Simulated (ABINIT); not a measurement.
AlSi2Cl:

```xyz
4
Lattice="3.8028 0.0000 0.0000 -1.9014 3.2933 0.0000 0.0000 0.0000 4.9899" Properties=species:S:1:pos:R:3 pbc="T T T"
Al    1.9014    1.0978    2.4949
Si    0.0000    0.0000    3.7265
Si    0.0000    0.0000    1.2633
Cl    0.0000    2.1956    0.0000
```

The cell was built by a generator and needn't be a form met in nature.

```yaml
Program: ABINIT 10.8.3 (patched build)
Task: relaxation of cell and atoms
Functional: PBE
Potentials_or_basis: JTH PAW PBE v2.0
Cutoff: 680 eV
k_mesh: 8 × 8 × 6
Occupations: fermi-dirac, width 0.05 eV
Spin: no spin polarisation
```

At the start: pressure 21.3 GPa; volume 15.62 Å³/atom.

**Question.** How do energy, volume and symmetry change on relaxing?

**Answer.** Over 11 steps the energy falls by 282.4 meV/atom and the volume is 20.01 Å³/atom (+28.1 %); space group P-6m2 (No. 187, to 0.05 Å).

The path:
```
step  energy change (eV)  largest force (eV/Å)  pressure (GPa)  volume (Å³)
   1              0.0000                0.8609           21.29        62.49
   2             -0.4825                0.7332           13.62        66.65
   3             -0.9566                1.4594            4.25        76.37
   4             -1.0599                0.5381           -2.26        82.89
   5             -1.0988                0.1127           -0.80        80.92
   6             -1.1071                0.0996           -0.26        80.32
   7             -1.1151                0.1979            0.03        79.98
   8             -1.1280                0.1293            0.42        79.52
   9             -1.1286                0.0712           -0.27        80.55
  10             -1.1294                0.0302            0.02        79.99
  11             -1.1295                0.0003           -0.01        80.05
```

Final structure:
```
Al Si Cl
1.0
     4.30171    0.00000    0.00000
    -2.15085    3.72539    0.00000
     0.00000    0.00000    4.99533
Al Si Cl
1 2 1
Direct
  0.66667 0.33333 0.50000
  0.00000 0.00000 0.74048
  0.00000 0.00000 0.25952
  0.33333 0.66667 0.00000
```

Caveat: the volume moved by over 15 % at a fixed basis, so the end points are rough.
